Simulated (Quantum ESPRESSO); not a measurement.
# Cu (Im-3m) in Quantum ESPRESSO: a series of runs

The runs below take Cu through single point, with PBEsol, LDA.

Program: Quantum ESPRESSO 7.5. These are calculated values, not measurements. Logs are shortened: lines on timing, memory, paths and dates and some standing lists are left out, and cuts for length are marked.

## Step 1: The crystal as given

Symmetry: Im-3m, No. 229, cubic system. The conventional cell has a = 3.280 Å, b = 3.280 Å, c = 3.280 Å, α = 90.00°, β = 90.00°, γ = 90.00°. Cu (site symmetry m-3m) has 8 Cu at 2.84 Å as nearest neighbours.

The cell was built by a generator and needn't be a form met in nature.

## Step 2: Single point, PBEsol

Contents of pw.in:

```
&CONTROL
  calculation = 'scf'
  prefix = 'pwscf'
  outdir = './tmp'
  pseudo_dir = './pseudo'
  tprnfor = .true.
  tstress = .true.
  disk_io = 'nowf'
/
&SYSTEM
  ibrav = 0
  nat = 1
  ntyp = 1
  ecutwfc = 56
  ecutrho = 448
  nbnd = 16
  occupations = 'smearing'
  smearing = 'mp'
  degauss = 0.00734986
/
&ELECTRONS
  conv_thr = 2d-10
  electron_maxstep = 120
  mixing_beta = 0.5
/
ATOMIC_SPECIES
Cu    63.5460 cu_pbesol_v1.2.uspp.F.UPF
CELL_PARAMETERS angstrom
  -1.6400000000    1.6400000000    1.6400000000
   1.6400000000   -1.6400000000    1.6400000000
   1.6400000000    1.6400000000   -1.6400000000
ATOMIC_POSITIONS crystal
Cu     0.0000000000    0.0000000000    0.0000000000
K_POINTS automatic
18 18 18 0 0 0
```

Potentials or basis: GBRV 1.5 PBEsol.

On the command line:

```sh
OMP_NUM_THREADS=1 pw.x -in pw.in > pw.out
```

pw.out:

```text
This program is part of the open-source Quantum ESPRESSO suite
     for quantum simulation of materials; please cite
[... 9 lines left out ...]
     --------------------
     sticks:   dense  smooth     PW     G-vecs:    dense   smooth      PW
     Sum         969     483    181                19069     6699    1553

     Using Slab Decomposition

     bravais-lattice index     =            0
     lattice parameter (alat)  =       5.3679  a.u.
     unit-cell volume          =     119.0661 (a.u.)^3
     number of atoms/cell      =            1
     number of atomic types    =            1
     number of electrons       =        19.00
     number of Kohn-Sham states=           16
     kinetic-energy cutoff     =      56.0000  Ry
     charge density cutoff     =     448.0000  Ry
     scf convergence threshold =      2.0E-10
     mixing beta               =       0.5000
     number of iterations used =            8  plain     mixing
     Exchange-correlation= SLA  PW   PSX  PSC
                           (   1   4  10   8   0   0   0)

     celldm(1)=   5.367887  celldm(2)=   0.000000  celldm(3)=   0.000000
     celldm(4)=   0.000000  celldm(5)=   0.000000  celldm(6)=   0.000000

     crystal axes: (cart. coord. in units of alat)
               a(1) = (  -0.577350   0.577350   0.577350 )
               a(2) = (   0.577350  -0.577350   0.577350 )
               a(3) = (   0.577350   0.577350  -0.577350 )

     reciprocal axes: (cart. coord. in units 2 pi/alat)
               b(1) = ( -0.000000  0.866025  0.866025 )
               b(2) = (  0.866025 -0.000000  0.866025 )
               b(3) = (  0.866025  0.866025  0.000000 )

     PseudoPot. # 1 for Cu read from file:
     cu_pbesol_v1.2.uspp.F.UPF
     Pseudo is Ultrasoft + core correction, Zval = 19.0
     Generated by new atomic code, or converted to UPF format
     Using radial grid of  867 points,  6 beta functions with:
                l(1) =   0
                l(2) =   0
                l(3) =   1
                l(4) =   1
                l(5) =   2
                l(6) =   2
     Q(r) pseudized with  8 coefficients,  rinner =    1.150   1.150   1.150
                                                       1.150   1.150

     atomic species   valence    mass     pseudopotential
     Cu               19.00    63.54600     Cu( 1.00)

     48 Sym. Ops., with inversion, found

   Cartesian axes

     site n.     atom                  positions (alat units)
         1        Cu     tau(   1) = (   0.0000000   0.0000000   0.0000000  )

     number of k points=   195  Methfessel-Paxton smearing, width (Ry)=  0.0073

     Number of k-points >= 100: set verbosity='high' to print them.

     Dense  grid:    19069 G-vectors     FFT dimensions: (  40,  40,  40)

     Smooth grid:     6699 G-vectors     FFT dimensions: (  25,  25,  25)

     Check: negative core charge=   -0.000002

     Initial potential from superposition of free atoms

     starting charge      18.0000, renormalised to      19.0000
     Starting wfcs are   13 randomized atomic wfcs +    3 random wfcs

     Self-consistent Calculation

     iteration #  1     ecut=    56.00 Ry     beta= 0.50
     Davidson diagonalization with overlap
     ethr =  1.00E-02,  avg # of iterations =  6.1

     total energy              =    -399.24606523 Ry
     estimated scf accuracy    <       7.70929419 Ry

     iteration #  2     ecut=    56.00 Ry     beta= 0.50
     Davidson diagonalization with overlap
     ethr =  1.00E-02,  avg # of iterations =  3.0

     total energy              =    -402.98441989 Ry
     estimated scf accuracy    <       8.82636583 Ry

     iteration #  3     ecut=    56.00 Ry     beta= 0.50
     Davidson diagonalization with overlap
     ethr =  1.00E-02,  avg # of iterations =  2.0

     total energy              =    -403.48960056 Ry
     estimated scf accuracy    <       1.15401806 Ry

     iteration #  4     ecut=    56.00 Ry     beta= 0.50
     Davidson diagonalization with overlap
     ethr =  6.07E-03,  avg # of iterations =  1.0

     total energy              =    -403.50072264 Ry
     estimated scf accuracy    <       0.37815875 Ry

     iteration #  5     ecut=    56.00 Ry     beta= 0.50
     Davidson diagonalization with overlap
     ethr =  1.99E-03,  avg # of iterations =  1.1

     total energy              =    -403.38323486 Ry
     estimated scf accuracy    <       0.29393253 Ry

     iteration #  6     ecut=    56.00 Ry     beta= 0.50
     Davidson diagonalization with overlap
     ethr =  1.55E-03,  avg # of iterations =  2.0

     total energy              =    -403.46749019 Ry
     estimated scf accuracy    <       0.06289827 Ry

     iteration #  7     ecut=    56.00 Ry     beta= 0.50
     Davidson diagonalization with overlap
     ethr =  3.31E-04,  avg # of iterations =  1.1

     total energy              =    -403.46236546 Ry
     estimated scf accuracy    <       0.06700513 Ry

     iteration #  8     ecut=    56.00 Ry     beta= 0.50
     Davidson diagonalization with overlap
     ethr =  3.31E-04,  avg # of iterations =  1.0

     total energy              =    -403.45220915 Ry
     estimated scf accuracy    <       0.03931255 Ry

     iteration #  9     ecut=    56.00 Ry     beta= 0.50
     Davidson diagonalization with overlap
     ethr =  2.07E-04,  avg # of iterations =  1.0

     total energy              =    -403.45674604 Ry
     estimated scf accuracy    <       0.00028381 Ry

     iteration # 10     ecut=    56.00 Ry     beta= 0.50
     Davidson diagonalization with overlap
     ethr =  1.49E-06,  avg # of iterations =  3.9

     total energy              =    -403.45693551 Ry
     estimated scf accuracy    <       0.00053317 Ry

     iteration # 11     ecut=    56.00 Ry     beta= 0.50
     Davidson diagonalization with overlap
     ethr =  1.49E-06,  avg # of iterations =  1.0

     total energy              =    -403.45691923 Ry
     estimated scf accuracy    <       0.00067585 Ry

     iteration # 12     ecut=    56.00 Ry     beta= 0.50
     Davidson diagonalization with overlap
     ethr =  1.49E-06,  avg # of iterations =  1.0

     total energy              =    -403.45674087 Ry
     estimated scf accuracy    <       0.00067783 Ry

     iteration # 13     ecut=    56.00 Ry     beta= 0.50
     Davidson diagonalization with overlap
     ethr =  1.49E-06,  avg # of iterations =  2.0

     total energy              =    -403.45669947 Ry
     estimated scf accuracy    <       0.00032072 Ry

     iteration # 14     ecut=    56.00 Ry     beta= 0.50
     Davidson diagonalization with overlap
     ethr =  1.49E-06,  avg # of iterations =  1.1

     total energy              =    -403.45674151 Ry
     estimated scf accuracy    <       0.00000485 Ry

     iteration # 15     ecut=    56.00 Ry     beta= 0.50
     Davidson diagonalization with overlap
     ethr =  2.55E-08,  avg # of iterations =  3.9

     total energy              =    -403.45674583 Ry
     estimated scf accuracy    <       0.00002713 Ry

     iteration # 16     ecut=    56.00 Ry     beta= 0.50
     Davidson diagonalization with overlap
     ethr =  2.55E-08,  avg # of iterations =  1.0

     total energy              =    -403.45674152 Ry
     estimated scf accuracy    <       0.00002108 Ry

     iteration # 17     ecut=    56.00 Ry     beta= 0.50
     Davidson diagonalization with overlap
     ethr =  2.55E-08,  avg # of iterations =  2.0

     total energy              =    -403.45674288 Ry
     estimated scf accuracy    <       0.00000183 Ry

     iteration # 18     ecut=    56.00 Ry     beta= 0.50
     Davidson diagonalization with overlap
     ethr =  9.65E-09,  avg # of iterations =  1.0

     total energy              =    -403.45674275 Ry
     estimated scf accuracy    <       0.00000063 Ry

     iteration # 19     ecut=    56.00 Ry     beta= 0.50
     Davidson diagonalization with overlap
     ethr =  3.30E-09,  avg # of iterations =  1.4

     total energy              =    -403.45674287 Ry
     estimated scf accuracy    <       0.00000007 Ry

     iteration # 20     ecut=    56.00 Ry     beta= 0.50
     Davidson diagonalization with overlap
     ethr =  3.47E-10,  avg # of iterations =  2.0

     total energy              =    -403.45674288 Ry
     estimated scf accuracy    <          6.6E-10 Ry

     iteration # 21     ecut=    56.00 Ry     beta= 0.50
     Davidson diagonalization with overlap
     ethr =  3.46E-12,  avg # of iterations =  3.0

     total energy              =    -403.45674288 Ry
     estimated scf accuracy    <          4.8E-10 Ry

     iteration # 22     ecut=    56.00 Ry     beta= 0.50
     Davidson diagonalization with overlap
     ethr =  2.55E-12,  avg # of iterations =  1.5

     End of self-consistent calculation

     Number of k-points >= 100: set verbosity='high' to print the bands.

     the Fermi energy is     9.0723 ev

!    total energy              =    -403.45674288 Ry
     estimated scf accuracy    <          1.4E-10 Ry
     smearing contrib. (-TS)   =       0.00000731 Ry
     internal energy E=F+TS    =    -403.45675019 Ry

     The total energy is F=E-TS. E is the sum of the following terms:
     one-electron contribution =    -320.55003720 Ry
     hartree contribution      =     167.31013696 Ry
     xc contribution           =     -38.26148842 Ry
     ewald contribution        =    -211.95536152 Ry

     convergence has been achieved in  22 iterations

     Forces acting on atoms (cartesian axes, Ry/au):

     atom    1 type  1   force =     0.00000000    0.00000000    0.00000000

     Total force =     0.000000     Total SCF correction =     0.000000

     Computing stress (Cartesian axis) and pressure

          total   stress  (Ry/bohr**3)                   (kbar)     P=     -239.73
  -0.00162965   0.00000000   0.00000000         -239.73        0.00        0.00
   0.00000000  -0.00162965   0.00000000            0.00     -239.73        0.00
   0.00000000   0.00000000  -0.00162965            0.00        0.00     -239.73

=------------------------------------------------------------------------------=
   JOB DONE.
=------------------------------------------------------------------------------=
```

It took 43 s on 1 thread of Intel Xeon Platinum 8488C (Sapphire Rapids), shared host; peak memory 0.14 GiB.

Results:

```
Free energy            : -5489.3086 eV
Pressure               : -24.0 GPa
Band gap on the k mesh : none (metal or under the smearing width)
```

Levels at points of the mesh, in eV from the Fermi level:
| k point | band 5 | band 6 | band 7 | band 8 | band 9 | band 10 | band 11 | band 12 | band 13 | band 14 |
| --- | --- | --- | --- | --- | --- | --- | --- | --- | --- | --- |
| (0.00, 0.00, 0.00) | -6.78 | -2.08 | -2.08 | -2.08 | -1.52 | -1.52 | 20.34 | 20.34 | 20.34 | 21.18 |
| (0.00, 0.00, -0.50) | -3.22 | -2.46 | -1.55 | -1.47 | -1.12 | 0.24 | 2.55 | 13.13 | 14.18 | 17.03 |
| (-0.50, -0.50, -0.50) | -2.86 | -2.86 | -1.21 | -1.21 | -1.21 | 6.56 | 6.56 | 6.56 | 9.79 | 11.00 |

Caveat: so large a pressure means that the cell lies far from this level's equilibrium, or that cutoff or potentials fall short.

## Step 3: Single point, LDA

pw.in, as its differences from that of step 2:

```diff
@@ -26,3 +26,3 @@
 ATOMIC_SPECIES
-Cu    63.5460 cu_pbesol_v1.2.uspp.F.UPF
+Cu    63.5460 cu_lda_v1.2.uspp.F.UPF
 CELL_PARAMETERS angstrom
```

Potentials or basis: GBRV 1.5 LDA.

On the command line:

```sh
OMP_NUM_THREADS=1 pw.x -in pw.in > pw.out
```

Run time: 57 s. Hardware: 1 thread of Arm Neoverse V2, shared host; peak memory 0.13 GiB.

The run converged. Its results:

```
Free energy            : -5489.6466 eV
Pressure               : -26.6 GPa
Band gap on the k mesh : none (metal or under the smearing width)
```

Levels at points of the mesh, in eV from the Fermi level:
| k point | band 5 | band 6 | band 7 | band 8 | band 9 | band 10 | band 11 | band 12 | band 13 | band 14 |
| --- | --- | --- | --- | --- | --- | --- | --- | --- | --- | --- |
| (0.00, 0.00, 0.00) | -6.76 | -2.11 | -2.11 | -2.11 | -1.54 | -1.54 | 20.16 | 20.16 | 20.16 | 21.32 |
| (0.00, 0.00, -0.50) | -3.24 | -2.49 | -1.58 | -1.49 | -1.15 | 0.29 | 2.51 | 13.04 | 14.21 | 17.13 |
| (-0.50, -0.50, -0.50) | -2.88 | -2.88 | -1.24 | -1.24 | -1.24 | 6.55 | 6.55 | 6.55 | 9.62 | 11.14 |

Caveat: so large a pressure means that the cell lies far from this level's equilibrium, or that cutoff or potentials fall short.
